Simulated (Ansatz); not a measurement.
# Tl3S (I4/mmm) in Ansatz: convergence with wavefunction cutoff

Aim: find how far wavefunction cutoff must go before the results for Tl3S settle, at PBE. This setting moves, with any that are tied to it; all else stays.

Everything below comes from runs of Ansatz 0.2.0. Logs are shortened: lines on timing, memory, paths and dates and some standing lists are left out, and cuts for length are marked.

### Step 1. Starting point

Symmetry: I4/mmm, No. 139, tetragonal system. The conventional cell has a = 4.702 Å, b = 4.702 Å, c = 10.286 Å, α = 90.00°, β = 90.00°, γ = 90.00°. Tl (site symmetry 4/mmm) is surrounded by 4 S at 3.32 Å and 8 Tl at 3.48 Å. Around Tl (site symmetry -4m2) lie 8 Tl at 3.32 to 3.48 Å and 4 S at 3.48 Å. S (site symmetry 4/mmm) has 12 Tl at 3.32 to 3.48 Å as nearest neighbours.

The cell comes from a database or a generator and needn't be the stable form of this composition.

### Step 2. With wavefunction cutoff 200 eV

Contents of input.yaml:

```yaml
crystal:
  lattice:
    - [-2.35097, 2.35097, 5.142801]
    - [2.35097, -2.35097, 5.142801]
    - [2.35097, 2.35097, -5.142801]
  atoms:
    - { symbol: Tl, position: [0.5, 0.5, 0.0] }
    - { symbol: Tl, position: [0.25, 0.75, 0.5] }
    - { symbol: Tl, position: [0.75, 0.25, 0.5] }
    - { symbol: S, position: [0.0, 0.0, 0.0] }
hamiltonian:
  xc: pbe
  pseudopotentials: { kind: paw }
kpoints:
  mp_grid: { grid: [7, 7, 7] }
scf:
  occupations: { method: cold, width: 0.05 }
output:
  forces: true
  stress: true
  eigenvalues: true
basis:
  ecutwfc: "200 eV"
```

Potentials or basis: Ansatz PAW.

The run is started by

```
ansatz run input.yaml --threads 2 --pin off --max-ram 5632MiB --backend cpu --events-out ev --progress --plain --runs-dir out
```

Standard output:

```text
Warning: basis.ecutwfc = 200 eV is below the records' recommended 420 eV, and the density's cutoff is lower with it unless basis.ecutrho_ratio is high enough to keep the records' density cutoff: compare with a run at a higher cutoff
Warning: RAYON_NUM_THREADS=2 ignored (pool sized by the plan → 2); use --threads N
Engine: ansatz 0.2.0, aarch64-unknown-linux-gnu
Pseudopotentials: kind: paw
Pseudopotential: Tl, paw, valence charge 13, recommended cutoff 420 eV (normal), Tl.paw.azcp
Pseudopotential: S, paw, valence charge 6, recommended cutoff 420 eV (normal), S.paw.azcp
Functional definition: PBE
  parameter kappa = 0.804
  parameter beta = 0.06672455060314922
  exchange = pbe_x(kappa = kappa, mu = beta*pi^2/3)
  correlation = pbe_c(beta = beta)
Crystal: 4 atoms, lattice volume = 113.698 Å³
Basis set: ecut = 200 eV, 735 PW (Γ), exchange–correlation on 60×60×60 points (8 copies of the dense FFT grid, shifted against one another)
Bands: 27, of which v1, the nominal top of the filled ones, is band 23 counted from 1 (22 counted from 0)
Symmetry: 16 space group operations
Space group: I4/mmm (ITA 139), of the structure as read, at distance tolerance 4.8e-5 Å
k-points: 40 of 343
Non-local potential: Tl, projectors of the file, l = 0: 2, l = 1: 2, l = 2: 2, l = 3: 1
Non-local potential: S, projectors of the file, l = 0: 2, l = 1: 2, l = 2: 2
PAW form: soft (Blöchl's): semilocal exchange-correlation on the pseudo side does not see the compensation charge
PAW one-centre angular grid: Tl, 590 points (default); XC on 64 Gauss nodes
PAW one-centre angular grid: S, 110 points (default); XC on 64 Gauss nodes
Initial density: superposition of atomic densities (neutral atoms: chi_scale 0, normalization atom), corrected by the library's trained network
Initial wavefunctions: pseudopotential atomic-orbital guess
Functional: x = pbe(κ = 0.804, μ = 0.2195149727645171), c = pbe(β = 0.06672455060314922)
SCF iter   1: F=—  HF=-35221.783734 eV  |F-HF|=—  |Δ(HF+E_count)|=         —  Δρ=5.70e-2  dr2=2.17e0  ethr=1.77e-3  ⟨swp⟩=6.1  Hψ=4794  notcnv=0
preconditioner: auto → Kerker (q_TF=auto, 2.338 Å⁻¹)  [metal: Δε(μ)=0.013 eV  Ē_g=11.418 eV  σ=0.050 eV  W_gap=0.17  n_scr=30 (ndim 8)  ℏωp=23.4 eV  f_vac=0.000  D(μ)=4.91/eV (n_scr^D=36)]
SCF iter   2: F=—  HF=-35220.763050 eV  |F-HF|=—  |Δ(HF+E_count)|=    1.02e0  S|Δr|=    0.00e0  Δρ=2.64e-2  dr2=3.97e-1  ethr=1.77e-3  ⟨swp⟩=2.0  Hψ=2462  notcnv=0  defer=17
SCF iter   3: F=—  HF=-35220.581911 eV  |F-HF|=—  |Δ(HF+E_count)|=   1.81e-1  S|Δr|=    0.00e0  Δρ=2.73e-3  dr2=3.81e-3  ethr=8.83e-4  ⟨swp⟩=2.0  Hψ=2126  notcnv=0  defer=17
SCF iter   4: F=—  HF=-35220.587448 eV  |F-HF|=—  |Δ(HF+E_count)|=   5.54e-3  S|Δr|=    0.00e0  Δρ=4.88e-4  dr2=3.34e-4  ethr=8.46e-6  ⟨swp⟩=2.0  Hψ=1341  notcnv=0  defer=17
SCF iter   5: F=—  HF=-35220.587351 eV  |F-HF|=—  |Δ(HF+E_count)|=   9.67e-5  S|Δr|=    0.00e0  Δρ=1.30e-4  dr2=3.31e-5  ethr=7.42e-7  ⟨swp⟩=2.8  Hψ=1973  notcnv=0  defer=17
SCF iter   6: F=—  HF=-35220.587326 eV  |F-HF|=—  |Δ(HF+E_count)|=   2.51e-5  S|Δr|=    0.00e0  Δρ=4.78e-5  dr2=1.64e-6  ethr=7.35e-8  ⟨swp⟩=3.0  Hψ=1998  notcnv=0  defer=17
SCF iter   7: F=—  HF=-35220.587327 eV  |F-HF|=—  |Δ(HF+E_count)|=   6.54e-7  S|Δr|=    0.00e0  Δρ=8.07e-6  dr2=1.50e-7  ethr=2.22e-10  ⟨swp⟩=6.5  Hψ=4466  notcnv=0
SCF iter   8: F=-35220.587327 eV  HF=-35220.587327 eV  |F-HF|=9.39e-10  |Δ(HF+E_count)|=   3.05e-8  S|Δr|=    0.00e0  Δρ=1.99e-6  dr2=8.84e-9  ethr=2.22e-10  ⟨swp⟩=3.7  Hψ=3123  notcnv=0
SCF 1 converged in 8 iterations: F = -35220.587327 eV  dr2 = 8.84e-9
SCF converged after 8 iterations
Stability not checked: this state was not tested for a lower state beside it, because cold or Methfessel-Paxton smearing, or corrected tetrahedra, fill the levels in a way that the test cannot read (fill_not_monotonic; see scf.lower_state_search)
Free energy (F): -35220.587327 eV
Harris-Foulkes:  -35220.587327 eV  (|F-HF|=9.39e-10)
Internal energy: -35220.584377 eV  (E = F + TS)
E sigma→0 (E₀):  -35220.586344 eV
Entropy (-TS):   -0.002949 eV (-0.737 meV/atom)
Fermi energy:    8.646223 eV
--- Per-component energies (eV) ---
  E_band       = -52.795404
  E_kinetic    = 1108.770807
  E_local      = -2904.894576  (includes V_loc(G=0)·N_el)
  E_nonlocal   = 955.837420
  E_hartree    = 1051.465030
  E_xc         = -792.211202
  E_vxc        = -519.023444  (∫ρ·V_xc dr)
  E_paw        = -31066.852971  (= ΣΔE_a)
  E_vpaw       = -796.420166  (= ΣTr[D̂ρ^β])
  E_aug_tail   = 0.003935  (compensation charges beyond the density's cutoff)
  E_ewald      = -3572.702822
  E_smearing   = -0.002949  (= −TS)
  E_closure    = 0.000000  (closes the sum)
  Σ components = -35220.587327   (vs F -35220.587327, Δ=0.00e0)
--- Forces (eV/Å), atoms counted from 1 ---
  atom   1  Tl    -0.00000000     0.00000000    -0.00000000
  atom   2  Tl     0.00000000     0.00000000     0.00000000
  atom   3  Tl     0.00000000     0.00000000     0.00000000
  atom   4  S     -0.00000000     0.00000000    -0.00000000
  max |Σ_I F_I| component: 1.30e-29 eV/Å
--- Stress (GPa, compression-positive) ---
       -0.103969      -0.000000       0.000000
       -0.000000      -0.103969       0.000000
        0.000000       0.000000      -1.164030
  P = ⅓ Tr σ = -0.4573 GPa (-4.573 kbar)
--- Band table (eV; the first three rows and the last of 40) ---
  k-point 0: bands = ["-4.3025", "-4.0800", "-4.0605", "-3.7814", "-3.7269", "-3.7269", "-3.7235", "-3.7235", "-3.6503", "-3.5333", "-3.5214", "-3.5157", "-3.5157", "-3.4625", "-3.3053", "-3.1945", "0.5522", "4.4985", "5.3129", "5.6474", "6.7353", "6.7353", "9.1141", "9.1141", "9.3195", "11.3587", "12.6274"]
  k-point 1: bands = ["-4.2012", "-4.0580", "-3.9556", "-3.8538", "-3.8047", "-3.6949", "-3.6858", "-3.6626", "-3.6058", "-3.5818", "-3.5522", "-3.5322", "-3.4856", "-3.4639", "-3.3535", "-3.0692", "0.6081", "4.3217", "4.5299", "5.8835", "6.3787", "7.3003", "7.7420", "10.6563", "10.7648", "11.1588", "11.2094"]
  k-point 2: bands = ["-4.1296", "-3.9230", "-3.8868", "-3.8120", "-3.8010", "-3.7278", "-3.7153", "-3.6810", "-3.6559", "-3.6272", "-3.5664", "-3.5222", "-3.4835", "-3.4656", "-3.4354", "-2.7052", "0.9470", "3.5873", "4.1052", "5.7031", "5.9380", "7.1452", "7.3193", "10.4618", "11.3830", "11.4680", "12.5205"]
  k-point 39: bands = ["-4.2308", "-4.1198", "-4.0577", "-3.9817", "-3.8657", "-3.7492", "-3.7027", "-3.7009", "-3.6734", "-3.6214", "-3.5041", "-3.4969", "-3.4941", "-3.4460", "-3.4119", "-2.8647", "0.3171", "2.5428", "4.5479", "6.2485", "6.9345", "7.8440", "9.8212", "10.0177", "11.9451", "12.4311", "13.1177"]
```

Run time: 1.8 s. Hardware: 2 threads of Arm Neoverse V1, shared host; peak memory 0.32 GiB.

Results:

* Free energy: -35220.5873 eV
* Pressure: -0.5 GPa
* Band gap on the k mesh: none (metal or under the smearing width)

### Step 3. With wavefunction cutoff 250 eV

input.yaml, as its differences from that of step 2:

```diff
@@ -22,2 +22,2 @@
 basis:
-  ecutwfc: "200 eV"
+  ecutwfc: "250 eV"
```

Potentials or basis: Ansatz PAW.

The run is started by

```
ansatz run input.yaml --threads 2 --pin off --max-ram 5632MiB --backend cpu --events-out ev --progress --plain --runs-dir out
```

It took 2.2 s on 2 threads of Arm Neoverse V1, shared host; peak memory 0.34 GiB.

Results:

```
Free energy            : -35232.8074 eV
Pressure               : 0.0 GPa
Band gap on the k mesh : none (metal or under the smearing width)
```

### Step 4. With wavefunction cutoff 300 eV

input.yaml, as its differences from that of step 3:

```diff
@@ -22,2 +22,2 @@
 basis:
-  ecutwfc: "250 eV"
+  ecutwfc: "300 eV"
```

The run is started by

```
ansatz run input.yaml --threads 2 --pin off --max-ram 5632MiB --backend cpu --events-out ev --progress --plain --runs-dir out
```

It took 2.6 s on 2 threads of Arm Neoverse V1, shared host; peak memory 0.36 GiB.

Results:

* Free energy: -35234.7603 eV
* Pressure: 0.1 GPa
* Band gap on the k mesh: none (metal or under the smearing width)

### Step 5. With wavefunction cutoff 350 eV

input.yaml, as its differences from that of step 4:

```diff
@@ -22,2 +22,2 @@
 basis:
-  ecutwfc: "300 eV"
+  ecutwfc: "350 eV"
```

The run is started by

```
ansatz run input.yaml --threads 2 --pin off --max-ram 5632MiB --backend cpu --events-out ev --progress --plain --runs-dir out
```

Run time: 3 s. Hardware: 2 threads of Arm Neoverse V1, shared host; peak memory 0.39 GiB.

Results:

```
Free energy            : -35234.9317 eV
Pressure               : 0.1 GPa
Band gap on the k mesh : none (metal or under the smearing width)
```

### Step 6. With wavefunction cutoff 400 eV

input.yaml, as its differences from that of step 5:

```diff
@@ -22,2 +22,2 @@
 basis:
-  ecutwfc: "350 eV"
+  ecutwfc: "400 eV"
```

Potentials or basis: Ansatz PAW.

The run is started by

```
ansatz run input.yaml --threads 2 --pin off --max-ram 5632MiB --backend cpu --events-out ev --progress --plain --runs-dir out
```

It took 3.7 s on 2 threads of Arm Neoverse V1, shared host; peak memory 0.4 GiB.

Results (log left out):

| Property | Result |
| --- | --- |
| Free energy | -35234.9373 eV |
| Pressure | 0.1 GPa |
| Band gap on the k mesh | none (metal or under the smearing width) |

### Step 7. With wavefunction cutoff 450 eV

input.yaml, as its differences from that of step 6:

```diff
@@ -22,2 +22,2 @@
 basis:
-  ecutwfc: "400 eV"
+  ecutwfc: "450 eV"
```

The run is started by

```
ansatz run input.yaml --threads 2 --pin off --max-ram 5632MiB --backend cpu --events-out ev --progress --plain --runs-dir out
```

Wall time 4 s (2 threads of Arm Neoverse V1, shared host); peak memory 0.45 GiB.

The run converged. Its results:

```yaml
Free_energy: -35234.9414 eV
Pressure: 0.1 GPa
Band_gap_on_the_k_mesh: none (metal or under the smearing width)
```

### Step 8. With wavefunction cutoff 500 eV

input.yaml, as its differences from that of step 7:

```diff
@@ -22,2 +22,2 @@
 basis:
-  ecutwfc: "450 eV"
+  ecutwfc: "500 eV"
```

The run is started by

```
ansatz run input.yaml --threads 2 --pin off --max-ram 5632MiB --backend cpu --events-out ev --progress --plain --runs-dir out
```

Wall time 4.5 s (2 threads of Arm Neoverse V1, shared host); peak memory 0.46 GiB.

Results (log left out):

| Item | Value |
| --- | --- |
| Free energy | -35234.9430 eV |
| Pressure | 0.1 GPa |
| Band gap on the k mesh | none (metal or under the smearing width) |

### Step 9. With wavefunction cutoff 600 eV

input.yaml, as its differences from that of step 8:

```diff
@@ -22,2 +22,2 @@
 basis:
-  ecutwfc: "500 eV"
+  ecutwfc: "600 eV"
```

Potentials or basis: Ansatz PAW.

The run is started by

```
ansatz run input.yaml --threads 2 --pin off --max-ram 5632MiB --backend cpu --events-out ev --progress --plain --runs-dir out
```

Run time: 6.1 s. Hardware: 2 threads of Arm Neoverse V1, shared host; peak memory 0.52 GiB.

The run converged. Its results:

```
Free energy            : -35234.9434 eV
Pressure               : 0.1 GPa
Band gap on the k mesh : none (metal or under the smearing width)
```

### Step 10. With wavefunction cutoff 800 eV

input.yaml, as its differences from that of step 9:

```diff
@@ -22,2 +22,2 @@
 basis:
-  ecutwfc: "600 eV"
+  ecutwfc: "800 eV"
```

The run is started by

```
ansatz run input.yaml --threads 2 --pin off --max-ram 5632MiB --backend cpu --events-out ev --progress --plain --runs-dir out
```

Wall time 8.6 s (2 threads of Arm Neoverse V1, shared host); peak memory 0.67 GiB.

It converged, with:

| Property | Result |
| --- | --- |
| Free energy | -35234.9437 eV |
| Pressure | 0.1 GPa |
| Band gap on the k mesh | none (metal or under the smearing width) |

### Step 11. Summary

```
wavefunction cutoff  energy less the tightest run, at zero smearing (meV/atom)  pressure (GPa)  SCF cycles  CPU time (s)  peak memory (GiB)
             200 eV                                                    3589.16           -0.46           8           3.5               0.32
             250 eV                                                     534.09            0.01           8           4.2               0.34
             300 eV                                                      45.85            0.10           7           5.1               0.36
             350 eV                                                       3.00            0.06           7           5.7               0.39
             400 eV                                                       1.60            0.05           7           7.1                0.4
             450 eV                                                       0.58            0.05           7           7.8               0.45
             500 eV                                                       0.17            0.05           7           8.7               0.46
             600 eV                                                       0.09            0.05           7            12               0.52
             800 eV                                                       0.00            0.05           7            17               0.67
```

Against the tightest run, the energy stays within 1 meV/atom from 450 eV on; the pressure stays within 0.1 GPa from 250 eV on. The tightest run that finished is the yardstick and may itself not be fully converged.
